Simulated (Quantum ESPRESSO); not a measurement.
HoO, 2 atoms in the cell. Symmetry: P-6m2, No. 187, hexagonal system. The conventional cell has a = 3.064 Å, b = 3.064 Å, c = 2.990 Å, α = 90.00°, β = 90.00°, γ = 120.00°. Ho (site symmetry -6m2) has 6 O at 2.32 Å as nearest neighbours. Around O (site symmetry -6m2) lie 6 Ho at 2.32 Å. The cell comes from a database or a generator and needn't be the stable form of this composition.

- Program: Quantum ESPRESSO 7.5
- Task: single point
- Functional: PBE
- Potentials or basis: JTH 2.0 PBE
- Cutoff: 680 eV
- Density cutoff: 4082 eV
- k mesh: 5 × 5 × 4
- Occupations: gaussian, width 0.05 eV
- Spin: collinear spin, ferromagnetic start
- Starting moments: [4.0, 0.0] μB
- Hubbard terms: Ho f U = 7 eV
- Hubbard projectors: ortho-atomic
- Double: 4
- Magnetic state asked for: free
- Moments locked: none
- Start of the occupations: atomic
- Formal shell electrons: 1 f10
- Mixing beta: 0.3
- SCF threshold: 8e-08 Ry
- Most SCF iterations: 100
- Mixing ndim: 12

Potentials or basis: JTH 2.0 PBE.

The run is started by

```sh
$ OMP_NUM_THREADS=1 pw.x -in pw.in > pw.out
```

Hardware: 1 thread of AMD EPYC 7R43 64-Core Processor (Zen 3), on a shared host.

Question: Estimate the wall time of this run.

Answer: Run time: 49 s on 1 thread of AMD EPYC 7R43 64-Core Processor (Zen 3), on a shared host, peak memory 0.2 GiB. Counts: scf iterations 17, k pools 1, bands 24, k points 15, g dense 14419.
